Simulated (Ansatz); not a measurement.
# OY: the cost of one run

Computed with Ansatz 0.2.0 (the levels named in each step, unless a step's input says otherwise).

**1. The structure to begin with**

Bond lengths: O1–Y2 1.886 Å.

Structure file:

```xyz
2

O     0.0000    0.0000    0.0000
Y     0.0000    0.0000    1.8859
```

**2. A rough first relaxation, PBE-D4/def2-SVP**

File input.yaml:

```yaml
crystal:
  periodic: [false, false, false]
  atoms:
    - { symbol: O, position_ang: [0.0, 0.0, 0.0] }
    - { symbol: "Y", position_ang: [0.0, 0.0, 1.88586] }
total_charge: 1
basis:
  gaussian: { orbitals: def2-SVP }
hamiltonian:
  xc: pbe
  dispersion: d4
relax:
  f_tol: 0.03
  max_steps: 200
```

Started as:

```
ansatz run input.yaml --threads 2 --pin off --max-ram 5120MiB --backend cpu --events-out ev --progress --plain --runs-dir out
```

**Question.** How long does this run take on 2 threads of Intel Xeon at 2.70GHz, shared host, and how much memory does it need?

About 3.7 s, with a peak of 0.11 GiB.
